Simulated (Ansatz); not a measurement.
LiY3:

```xyz
4
Lattice="-2.3672 2.3672 5.3266 2.3672 -2.3672 5.3266 2.3672 2.3672 -5.3266" Properties=species:S:1:pos:R:3 pbc="T T T"
Y     0.0000    0.0000    5.3266
Y     2.3672    0.0000    2.6633
Y     0.0000    2.3672    2.6633
Li    0.0000    0.0000    0.0000
```

The cell comes from a database or a generator and needn't be the stable form of this composition.

* Program: Ansatz 0.2.0
* Task: relaxation of cell and atoms
* Functional: RPBE
* Dispersion: D3(BJ)
* Potentials or basis: Ansatz PAW
* Cutoff: 420 eV (not typed: the program's choice for these potentials)
* k mesh: 6 × 6 × 6
* Occupations: fermi-dirac, width 0.05 eV
* Spin: no spin polarisation

At the start: volume 29.85 Å³/atom.

Question: Where does the relaxation end?

Answer: It ends after 8 steps and the volume is 19.08 Å³/atom (-36.1 %); space group I4/mmm (No. 139, to 0.05 Å).

The path:
```csv
step,energy change (eV),largest force (eV/Å),volume (Å³)
1,0.0000,0.0000,119.39
2,-1.2829,0.0000,103.15
3,-2.1225,0.0000,89.62
4,-2.4763,0.0000,78.82
5,-2.4990,0.0000,75.56
6,-2.5006,0.0000,76.39
7,-2.5006,0.0000,76.34
8,-2.4993,0.0000,76.34
```

Final structure:
```
CELL_PARAMETERS angstrom
-2.08336 2.08336 4.39679
2.08336 -2.08336 4.39679
2.08336 2.08336 -4.39679
ATOMIC_POSITIONS crystal
Y 0.50000 0.50000 0.00000
Y 0.25000 0.75000 0.50000
Y 0.75000 0.25000 0.50000
Li 0.00000 0.00000 0.00000
```

Caveat: the volume moved by over 15 % at a fixed basis, so the end points are rough; the plane-wave basis is chosen anew once the cell has moved, so the energies of steps on either side of that aren't comparable; pairwise dispersion overbinds metals, which lowers pressure and volume; the PAW data sets come from PBE, with cores solved anew for the run's functional, which leaves a small shift of forces and pressure.
